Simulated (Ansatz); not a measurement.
# C₃H₆Sn: up Jacob's ladder to CCSD(T)

The task here is to estimate one member of a computed series from the others.

Program: Ansatz 0.2.0, Gaussian basis. Level of theory: functionals in def2-TZVPP, the program's frozen cores in correlated methods. These are calculated values, not measurements.

Plan: LDA (SPW92), PBE-D4, revPBE-D4, BLYP-D4, r2SCAN-D4, B97M-V, PBE0-D4, B3LYP-D4, r2SCANh-D4, r2SCAN0-D4, HSE06-D4, BHLYP-D4, CAM-B3LYP-D4, LC-ωPBE, ωB97X-V, ωB97M-V, B2PLYP, PBE-QIDH; CCSD(T)/def2-SVP; CCSD(T)/def2-TZVPP; MP2/def2-QZVPP; extrapolation to the limit; RPA on PBE.

### The geometry

The geometry comes from an earlier relaxation with PBE0-D4 in a triple-zeta def2 set; it is a stationary point, not always the lowest conformer. Sn takes the def2 core potential; no spin-orbit term is included.

10 atoms, charge 0, spin multiplicity 1.

Atoms are counted from 1 here; the program's logs count them from 0.

Bond lengths: C1–C2 1.207 Å, C1–H5 1.066 Å, C2–Sn3 2.088 Å, Sn3–C4 2.133 Å, Sn3–H6 1.706 Å, Sn3–H7 1.706 Å, C4–H8 1.090 Å, C4–H9 1.090 Å, C4–H10 1.090 Å. Angles: C2–C1–H5 179.8°, C1–C2–Sn3 178.9°, C2–Sn3–C4 107.7°, C2–Sn3–H6 107.5°, C2–Sn3–H7 107.5°, C4–Sn3–H6 111.8°, C4–Sn3–H7 111.8°, H6–Sn3–H7 110.3°, Sn3–C4–H8 109.5°, Sn3–C4–H9 110.2°, Sn3–C4–H10 109.5°, H8–C4–H9 109.2°, H8–C4–H10 109.1°, H9–C4–H10 109.2°.

The first run:

in.yaml reads:

```yaml
crystal:
  periodic: [false, false, false]
  atoms:
    - {symbol: C, position_ang: [2.524045, -0.118219, -1.254161]}
    - {symbol: C, position_ang: [1.421591, 0.218864, -0.896554]}
    - {symbol: Sn, position_ang: [-0.487966, 0.769463, -0.254811]}
    - {symbol: C, position_ang: [-1.171636, -0.724564, 1.104734]}
    - {symbol: H, position_ang: [3.498020, -0.412492, -1.572535]}
    - {symbol: H, position_ang: [-0.356917, 2.296127, 0.495051]}
    - {symbol: H, position_ang: [-1.483719, 0.872371, -1.636130]}
    - {symbol: H, position_ang: [-1.203520, -1.689475, 0.599403]}
    - {symbol: H, position_ang: [-2.169124, -0.475942, 1.467190]}
    - {symbol: H, position_ang: [-0.487674, -0.787434, 1.950713]}
basis:
  gaussian: {orbitals: def2-TZVPP}
hamiltonian: {xc: lda}
output: {orbitals: {seedname: orbitals}}
```

Among the steps run: LDA; PBE-D4 (GGA); revPBE-D4 (GGA); BLYP-D4 (GGA); r2SCAN-D4 (meta-GGA); B97M-V (meta-GGA); PBE0-D4 (hybrid); B3LYP-D4 (hybrid); r2SCANh-D4 (hybrid); r2SCAN0-D4 (hybrid); HSE06-D4 (hybrid); BHLYP-D4 (hybrid); CAM-B3LYP-D4 (range-separated); LC-ωPBE-D4 (range-separated; the results give it without D4); ωB97X-V (range-separated); ωB97M-V (range-separated); B2PLYP (double hybrid); PBE-QIDH (double hybrid).

One table of the session follows, with a row left open; its other results are not shown here.

It belongs to the step «Orbital energies across the functionals». 

```
  functional  HOMO (eV)  gap (eV)
 LDA (SPW92)      -6.87      5.87
      PBE-D4      -6.70      5.90
   revPBE-D4      -6.63      5.93
     BLYP-D4      -6.53      5.82
   r2SCAN-D4      -6.93      6.45
      B97M-V      -6.93      6.30
     PBE0-D4      -7.88      7.90
    B3LYP-D4      -7.64      7.41
  r2SCANh-D4      -7.37      7.19
  r2SCAN0-D4      -8.04      8.28
    HSE06-D4      -7.48      7.14
    BHLYP-D4      -8.90      9.64
CAM-B3LYP-D4      -9.21     10.10
     LC-ωPBE          ?         ?
     ωB97X-V     -10.23     12.08
     ωB97M-V     -10.10     11.58
```

**Question.** Estimate the row for LC-ωPBE.

As computed: HOMO (eV): -10.64; gap (eV): 12.63. In the column «HOMO (eV)» it is the lowest.
